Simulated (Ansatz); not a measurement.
**ErAgC: a trial structure relaxed**

Aim: relax a trial structure of ErAgC and see where it ends.

Computed with Ansatz 0.2.0 (DFT PBE, scalar-relativistic, plane waves, PAW; 4f electrons in the core of a trivalent norm-conserving potential, unless a step's input says otherwise).

### 1 The structure to begin with

It takes space group P-6m2 (No. 187, hexagonal). The conventional cell has a = 4.158 Å, b = 4.158 Å, c = 4.168 Å, α = 90.00°, β = 90.00°, γ = 120.00°. Er (site symmetry -6m2) is surrounded by 6 C at 3.18 Å and 6 Ag at 3.18 Å. Ag (site symmetry -6m2) has 3 C at 2.40 Å in its first shell of neighbours. Around C (site symmetry -6m2) lie 3 Ag at 2.40 Å and 6 Er at 3.18 Å.

Structure file:

```cif
data_structure
_symmetry_space_group_name_H-M 'P-6m2'
_symmetry_Int_Tables_number 187
_cell_length_a 4.1576
_cell_length_b 4.1576
_cell_length_c 4.1680
_cell_angle_alpha 90.000
_cell_angle_beta 90.000
_cell_angle_gamma 120.000
_cell_volume 62.39
loop_
_atom_site_label
_atom_site_type_symbol
_atom_site_symmetry_multiplicity
_atom_site_Wyckoff_symbol
_atom_site_fract_x
_atom_site_fract_y
_atom_site_fract_z
_atom_site_occupancy
Er1 Er 1 e 0.66667 0.33333 0.00000 1
Ag1 Ag 1 d 0.33333 0.66667 0.50000 1
C1 C 1 b 0.00000 0.00000 0.50000 1
```

A structure generator made this guess: species swapped into a database cell of NdCuSi (P-6m2, No. 187), with Er on the Nd sites, Ag on the Si sites and C on the Cu sites. The dimensions are guesses.

### 2 The guess as it stands, on a coarse mesh

File input.yaml:

```yaml
crystal:
  lattice:
    - [4.15762229, 0.0, 0.0]
    - [-2.07881114, 3.60060652, 0.0]
    - [0.0, 0.0, 4.16800159]
  atoms:
    - { symbol: Er, position: [0.66666667, 0.33333333, 0.0] }
    - { symbol: Ag, position: [0.33333333, 0.66666667, 0.5] }
    - { symbol: C, position: [0.0, 0.0, 0.5] }
basis:
  ecutwfc: 770
kpoints:
  mp_grid: { grid: [6, 6, 4] }
hamiltonian:
  xc: pbe
  pseudopotentials:
    kind: paw
    azcp: { Er: "pseudopotentials/pbe/nc/lanthanide_3plus/Er.nc.azcp" }
scf:
  occupations: { method: gaussian, width: 0.1 }
  lower_state_search: "off"
output:
  forces: true
  stress: true
  eigenvalues: true
```

Launch:

```sh
> ansatz run input.yaml --threads 1 --pin off --max-ram 2560MiB --backend cpu --events-out ev --progress --plain --runs-dir out
```

The session goes on with these runs: a loose first relaxation; final relaxation.

Before running it: what results should come out? Wanted: conventional cell; volume; energy over the elements; gap on the mesh.

**Answer**, as computed:

```
                              quantity                                                                       value
symmetry at the end (tolerance 0.05 Å)                                                 space group P-6m2 (No. 187)
                     conventional cell  a = 3.863 Å, b = 3.863 Å, c = 3.747 Å, α = 90.00°, β = 90.00°, γ = 120.00°
                                volume                                                               16.14 Å³/atom
              energy over the elements                                                               +0.42 eV/atom
                       gap on the mesh                                                                none (metal)
```

What this shows: The space group P-6m2 (No. 187) is kept, and the volume per atom shrinks by 22.4 % from the first guess. The formation energy is positive, so the separate elements lie lower. No finished test with a distortion of lower symmetry is shown, so the end may be a saddle point. Spin-orbit coupling is left out for Er. The lanthanide's 4f electrons sit in the core of its potential, so it is trivalent by construction and shows no f bands or moments.

No U or exact exchange acts on the 4f shell of Er, so a metallic reading can be the functional's.
